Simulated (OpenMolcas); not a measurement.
# One shape, several levels: SnH3OF (SMILES [OH][SnH2][F])

Wanted: a comparison of 5 runs (HF/STO-3G, HF/def2-TZVP, PBE0/def2-SVP, MP2/def2-SVPD, ACPF/LANL2DZ) of SnH3OF. 

The results are computed with OpenMolcas 26.06.

7 further runs of the same task are left out: 2 that didn't finish, 5 set aside as unsound or not needed.

## 1. Starting point

SnH3OF has 6 atoms, charge 0, and is taken as a singlet. SMILES: `[OH][SnH2][F]`. The coordinates come from a PBE0-D4/def2-TZVP relaxation. This is one conformer, not always the lowest.

Bond lengths: O1–Sn2 1.948 Å, Sn2–F3 1.922 Å, O1–H4 0.960 Å, Sn2–H5 1.701 Å, Sn2–H6 1.692 Å. Angles: O1–Sn2–F3 105.3°, O1–Sn2–H5 111.8°, O1–Sn2–H6 106.0°, F3–Sn2–H5 104.3°, F3–Sn2–H6 107.5°, Sn2–O1–H4 114.0°, H5–Sn2–H6 120.8°.

## 2. Energy and gradient at HF/STO-3G (run 1)

File mol.xyz:

```xyz
6

O     -1.414400    -0.333000    -0.425000
Sn     0.302300     0.255900     0.283700
F      1.409100    -1.315100     0.302100
H     -1.368600    -0.685700    -1.316700
H      1.096100     1.317100    -0.782100
H      0.017500     0.696700     1.891900
```

File mol.input:

```
&GATEWAY
  BasLib
  $CurrDir
  Coord
  mol.xyz
  Basis
  STO-3G
  Group
  NoSym

&SEWARD

&SCF
  Thresholds
  1e-10 1e-07 1e-07 1e-05
  PrOrbitals
  1 1

&ALASKA
```

The basis set STO-3G is read from a file made from the Basis Set Exchange's data (not shown).

Run with:

```console
$ export MOLCAS_MEM=1860
$ pymolcas mol.input > mol.log
```

Output:

```text
--- Start Module: gateway ---
[...]
--- Stop Module: gateway /rc=_RC_ALL_IS_WELL_ ---
[...]
      Basis functions           40
[...]
--- Start Module: scf ---
[...]
       Convergence after  13 Iterations
[...]
::    Total SCF energy                              -6136.9202244311
[...]
      Total spin, S                                     0.0000000000
[...]
      Total electronic charge=   70.000000
      Total            charge=   -0.000000
[...]
      Dipole Moment (debye):
      Origin of the operator (angstrom)=    0.2542    0.0108    0.2074
                   X=  5.2719E-01               Y=  1.5488E+00               Z= -4.8425E-01           Total=  1.7062E+00
      Quadrupole Moment (debye*angstrom):
[...]
--- Stop Module: scf /rc=_RC_ALL_IS_WELL_ ---
--- Start Module: alaska ---
[...]
 *              Molecular gradients               *
 **************************************************
  Irreducible representation: a
 ------------------------------------------------------------------------------------------
                              X                       Y                       Z
 ------------------------------------------------------------------------------------------
  O1               -4.08889353515463E-04   -1.65158386408093E-02   -3.86889189596609E-02
  SN2              -8.42036535820778E-03    7.76294431270941E-03    4.28211310411264E-03
  F3                1.00465625933985E-02   -1.23970486157781E-02   -1.55479561043892E-04
  H4               -9.99875208424639E-03    1.00090181934696E-02    2.99172065946465E-02
  H5                1.34823489994362E-02    1.05443077208669E-02   -1.89008446213288E-02
  H6               -4.70090479687935E-03    5.96617029528179E-04    2.35459234432032E-02
 ------------------------------------------------------------------------------------------
[...]
```

It took 2.5 s on 1 thread of Arm Neoverse V2, shared host; peak memory 0.37 GiB.

## 3. Energy and forces at HF/def2-TZVP (core potential) (run 2)

File job.input:

```
&GATEWAY
 BasLib
 $CurrDir
 Coord
 6
 angstrom
 O       -1.414400      -0.333000      -0.425000
 Sn       0.302300       0.255900       0.283700
 F        1.409100      -1.315100       0.302100
 H       -1.368600      -0.685700      -1.316700
 H        1.096100       1.317100      -0.782100
 H        0.017500       0.696700       1.891900
 Basis
 def2-TZVP
 Group
 NoSym

&SEWARD

&SCF
 Thresholds
 1e-10 1e-07 1e-07 1e-05
 PrOrbitals
 1 2

&ALASKA
```

The basis set def2-TZVP is read from a file made from the Basis Set Exchange's data (not shown).

Run with:

```console
$ export MOLCAS_MEM=1860
$ pymolcas job.input > job.log
```

Output:

```text
--- Start Module: gateway ---
[...]
--- Stop Module: gateway /rc=_RC_ALL_IS_WELL_ ---
[...]
      Basis functions          130
[...]
--- Start Module: scf ---
[...]
       Convergence after  14 Iterations
[...]
::    Total SCF energy                               -389.5126570014
[...]
      Total spin, S                                     0.0000000000
[...]
      Total electronic charge=   42.000000
      Total            charge=   -0.000000
[...]
      Dipole Moment (debye):
      Origin of the operator (angstrom)=    0.2542    0.0108    0.2074
                   X=  8.5995E-02               Y=  2.5701E+00               Z= -7.0566E-01           Total=  2.6666E+00
      Quadrupole Moment (debye*angstrom):
[...]
--- Stop Module: scf /rc=_RC_ALL_IS_WELL_ ---
[...]
--- Start Module: alaska ---
[...]
 *              Molecular gradients               *
 **************************************************
  Irreducible representation: a
 ------------------------------------------------------------------------------------------
                              X                       Y                       Z
 ------------------------------------------------------------------------------------------
  O1               -1.33642654166781E-02    4.16504246753879E-03    1.74966875957521E-02
  SN2               1.74938064764030E-03    1.14575882447170E-02    7.19899180211314E-04
  F3                7.36329670642810E-03   -1.00623774329627E-02    3.35435379535731E-04
  H4                4.20855818254651E-03   -6.32113782054833E-03   -1.83737513665143E-02
  H5                1.34542496528400E-03    1.05251689852937E-03   -1.61630864459861E-03
  H6               -1.30239508526675E-03   -2.91632357221960E-04    1.43803785556251E-03
 ------------------------------------------------------------------------------------------
[...]
```

Wall time 27 s (1 thread of Arm Neoverse V2, shared host); peak memory 0.91 GiB.

Runs 3 to 4 aren't shown in full; the table further down has their settings and results.

## 4. A single-point energy at ACPF/LANL2DZ (core potential) (run 5)

File mol.input:

```
* FH3OSn ACPF
>>> EXPORT MOLCAS_PRINT=2
&GATEWAY
Coord
6
bohr
O     -2.67282863    -0.62927880    -0.80313360
Sn     0.57126421     0.48358092     0.53611530
F      2.66281308    -2.48517883     0.57088626
H     -2.58627917    -1.29578520    -2.48820239
H      2.07132881     2.48895828    -1.47795480
H      0.03307021     1.31657219     3.57517286
Basis
LANL2DZ
Group
NoSym
&SEWARD
&SCF
PrOrbitals
0
&MOTRA
Frozen
2
&GUGA
Electrons
20
Spin
1
Inactive
10
Active
0
CIAll
1
&CPF
ACPF
```

Run with:

```console
$ export MOLCAS_MEM=1860
$ pymolcas mol.input > mol.log
```

Output:

```text
--- Start Module: gateway ---
[...]
--- Stop Module: gateway /rc=_RC_ALL_IS_WELL_ ---
[...]
      Basis functions           32
[...]
       Convergence after  11 Iterations
[...]
::    Total SCF energy                               -179.3335988180
[...]
      Total spin, S                                     0.0000000000
[...]
      *** WARNING: Default frozen orbitals is overwritten by user input.
      *** Default values:   2
[...]
--- Start Module: guga ---
[...]
--- Stop Module: guga /rc=_RC_ALL_IS_WELL_ ---
--- Start Module: cpf ---
[...]
      Active orbitals                            0       0
[...]
      Spin quantum number                      0.0
[...]
     FINAL ACPF ENERGY        -179.63693004
     FINAL CORRELATION ENERGY   -0.30333122  REFERENCE ENERGY    -179.33359882
[...]
      Title:  ACPF natural orbitals
[...]
      Total electronic charge=   24.000000
      Total            charge=    0.000000
[...]
      Dipole Moment (debye):
      Origin of the operator (angstrom)=    0.2542    0.0108    0.2074
                   X=  2.5996E-01               Y=  2.8707E+00               Z= -9.2946E-01           Total=  3.0286E+00
      Quadrupole Moment (debye*angstrom):
[...]
--- Stop Module: cpf /rc=_RC_ALL_IS_WELL_ ---
[...]
```

Run time: 2 s. Hardware: 1 thread of Arm Neoverse V2, shared host; peak memory 0.37 GiB.

## 5. All runs side by side

```tsv
run	level	integration grid	task	energy (Eh)	dipole moment (D) of the reference	HOMO energy (eV)	LUMO energy (eV)	wall time
1	HF/STO-3G	–	gradient	-6136.920224	1.71	-8.85	10.38	2.5 s
2	HF/def2-TZVP (core potential)	–	gradient	-389.512657	2.67	-12.78	2.04	27 s
3	PBE0/def2-SVP (core potential)	UltraFine	gradient	-390.867944	2.34	-8.71	-0.25	15 s
4	MP2/def2-SVPD (core potential)	–	energy	-389.821370	2.75	-12.84	1.82	9.3 s
5	ACPF/LANL2DZ (core potential)	–	energy	-179.636930	3.41	-13.07	2.54	2 s
```

## 6. Summary of results

```
                                          quantity          value
                               run 5: total energy  -179.63693 Eh
         run 5: dipole moment (mean-field density)         3.41 D
        run 5: HOMO energy (Hartree–Fock orbitals)      -13.07 eV
        run 5: LUMO energy (Hartree–Fock orbitals)        2.54 eV
      run 5: HOMO–LUMO gap (Hartree–Fock orbitals)       15.61 eV
run 5: correlation energy (2 core orbitals frozen)     -303.3 mEh
```

Over runs 1, 2, 3 the dipole moment (its size) runs from 1.71 D (HF/STO-3G) to 2.67 D (HF/def2-TZVP). The two ends differ in basis and core potential. Over runs 1, 2, 3 the HOMO–LUMO gap runs from 8.45 eV (PBE0/def2-SVP) to 19.23 eV (HF/STO-3G). The two ends differ in method and basis and core potential. Some runs of one species differ in core potentials or relativity; totals across that change don't compare. In run 1 the basis is minimal, so the values are rough. In run 1 relativity is left out where basis or elements ask for it. All runs together took 56 s, the longest 27 s.
